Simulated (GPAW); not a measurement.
Runs of GPAW 26.7.0 on Ag. The cell holds a slab with vacuum, 6 atoms: a = 2.889 Å, b = 2.889 Å, c = 25.215 Å, α = 90.00°, β = 90.00°, γ = 90.00°. The slab is cut from a database's or a generator's crystal, which needn't be the stable form of the element.

| level | potentials or basis | gap on the mesh (eV) | largest force (eV/Å) | work function (eV) |
| --- | --- | --- | --- | --- |
| RPBE | the program's PAW data sets (release 1.2.1) made for this functional, pw | none | (c) | 4.10 |
| revPBE | the program's PAW data sets (release 1.2.1) made for this functional, pw | none | 0.25 | 4.13 |
| vdW-DF-cx | GPAW PAW data sets (gpaw-data 1.2.1), pw | none | (a) | 4.44 |
| PBEsol | PAW data sets generated in the run's folder for this functional, pw | none | 0.29 | 4.44 |
| WC | PAW data sets generated in the run's folder for this functional, pw | none | (b) | 4.42 |

Alike in all rows: task single point; no spin polarisation; cell the (1 0 0) slab of Ag, cut from the database cell, not relaxed; k mesh 9 × 9 × 1; cutoff (eV) 450; smearing fermi-dirac 0.05 eV.

Q: Estimate the missing entries.

A: (a) 0.14; (b) 0.26; (c) 0.30.

Caveats: the PAW data sets were made with another functional, which shifts forces and pressure a little (some runs).

A k mesh can miss the band edges, and the runs leave out spin-orbit coupling on Ag.

A gap of «none» marks a metal or a gap under the smearing width.

Not every run made on this cell is shown here.
